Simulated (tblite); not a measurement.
# C4H15NOSi3: the cost of one run

Programs: tblite 0.8.0 and PySCF 2.14.0, with density-fitted response routines of our own. Each step states its level of theory. These are calculated values for one molecule in the gas phase, unless marked as measured. Atoms are numbered from 0 throughout.

## (1) The starting structure

24 atoms, charge 0, multiplicity 1; geometry from: force field or distance geometry start.

Bonds of the start (Å): O0–Si1 1.64, Si1–N2 1.68, N2–Si3 1.68, N2–Si4 1.70, Si4–C5 1.92, C5–C6 1.54, C6–C7 1.55, C7–C8 1.54, C8–C5 1.55, O0–H9 0.98, Si1–H10 1.49, Si1–H11 1.47, Si3–H12 1.49, Si3–H13 1.49, Si3–H14 1.47, Si4–H15 1.48, Si4–H16 1.48, C5–H17 1.09, C6–H18 1.09, C6–H19 1.10, C7–H20 1.10, C7–H21 1.10, C8–H22 1.09, C8–H23 1.09.

## (2) Relaxing the molecule with GFN2-xTB

The job: settings as JSON, then the geometry in Å.

```
{"job": {"kind": "relax", "xc": "GFN2-xTB", "basis": "xTB"}, "charge": 0, "multiplicity": 1}
O      2.003300     1.616400     0.790700
Si     2.581500     0.234800     0.111900
N      1.392900    -0.922300     0.381300
Si     2.078600    -2.451600     0.230300
Si     0.135200    -0.781900    -0.756700
C     -0.945200     0.784200    -0.530600
C     -2.335300     0.753300    -1.202200
C     -2.851400     1.527400     0.037200
C     -1.682500     0.895100     0.824600
H      1.569900     1.490700     1.659900
H      3.811600    -0.107300     0.870900
H      2.895800     0.431300    -1.307300
H      1.049500    -3.496400     0.507200
H      3.122900    -2.625800     1.279300
H      2.678900    -2.659400    -1.099100
H      0.672100    -0.838800    -2.133000
H     -0.765900    -1.942900    -0.603700
H     -0.381500     1.688300    -0.782000
H     -2.419800     1.284800    -2.144800
H     -2.786800    -0.239800    -1.300900
H     -2.795200     2.618600    -0.063500
H     -3.861400     1.257100     0.375600
H     -1.946400    -0.042900     1.318100
H     -1.232700     1.546800     1.567000
```

Started as:

```bash
$ OMP_NUM_THREADS=1 python probes_run.py task.json out
```

One launch serves the whole session: the jobs run in the order shown.

Q: Estimate the wall time and peak memory of this first job on 1 thread of Intel Xeon at 2.50GHz, shared host.

About 5.9 s, with a peak of 0.18 GiB.
